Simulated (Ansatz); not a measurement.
**MoSb (NiAs type): other levels of theory at one geometry**

The task here is to estimate one member of a computed series from the others.

Program: Ansatz 0.2.0. Level of theory: DFT at several levels, plane waves, PAW. These are calculated values, not measurements.

2 further runs of the same task are left out: 1 for a known fault of the program, 1 that didn't finish. Runs told in other sessions of the task aren't counted.

## Starting point

It takes space group P6_3/mmc (No. 194, hexagonal). Conventional cell: a = 4.358 Å, b = 4.358 Å, c = 5.253 Å, α = 90.00°, β = 90.00°, γ = 120.00°. Mo (site symmetry -3m) has 2 Mo at 2.63 Å and 6 Sb at 2.84 Å in its first shell of neighbours. Around Sb (site symmetry -6m2) lie 6 Mo at 2.84 Å.

Structure file:

```
CELL_PARAMETERS angstrom
4.35830 0.00000 0.00000
-2.17915 3.77439 0.00000
0.00000 0.00000 5.25274
ATOMIC_POSITIONS crystal
Mo 0.00000 0.00000 0.00000
Mo 0.00000 0.00000 0.50000
Sb 0.33333 0.66667 0.25000
Sb 0.66667 0.33333 0.75000
```

This cell comes from an earlier session at PBE: 21.602 Å³/atom at 0.02 GPa, on a 10×10×6 mesh, a metal on this mesh.

Levels to run: PBE+SOC; r²SCAN; PBEsol; LDA. Hardware: 2 threads of Arm Neoverse V2, shared host.

The first run:

File input.yaml:

```yaml
crystal:
  lattice:
    - [4.3582954797, 0.0, 0.0]
    - [-2.1791477398, 3.7743946027, 0.0]
    - [0.0, 0.0, 5.2527398165]
  atoms:
    - { symbol: Mo, position: [0.0, 0.0, 0.0] }
    - { symbol: Mo, position: [0.0, 0.0, 0.5] }
    - { symbol: Sb, position: [0.3333333333, 0.6666666667, 0.25] }
    - { symbol: Sb, position: [0.6666666667, 0.3333333333, 0.75] }
basis:
  ecutwfc: 420
  ecutrho_ratio: 4
kpoints:
  mp_grid: { grid: [10, 10, 6] }
hamiltonian:
  xc: pbe
scf:
  occupations: { method: gaussian, width: 0.05 }
output:
  forces: true
  stress: true
  eigenvalues: true
  populations: true
  dos: { projected: true, de: 0.02 }
  write_density: true
  write_potential: true
  elf: true
  volumetric_format: npy
magnetization:
  noncollinear: true
  spin_orbit: true
```

Run with:

```console
$ ansatz run input.yaml --threads 2 --pin off --max-ram 2662MiB --backend cpu --events-out ev --progress --plain --runs-dir out
```

Among the steps run: PBE+SOC; r²SCAN; PBEsol; LDA.

One of the session's tables, all rows but one given; the rest of the session is left out.

```
  level  pressure (GPa)
    PBE             0.0
    LDA               ?
 PBEsol            -4.8
PBE+SOC             0.0
 r²SCAN            -1.7
```

**Question.** Estimate the row for LDA.

**Answer.** pressure (GPa): -7.4. In the column «pressure (GPa)» it is the lowest.

The pressure runs from -7.4 GPa (LDA) to 0.0 GPa (PBE+SOC); a negative pressure means that level wants a smaller cell, a positive one a larger cell. Total energies of different levels have different zeros and can't be compared.
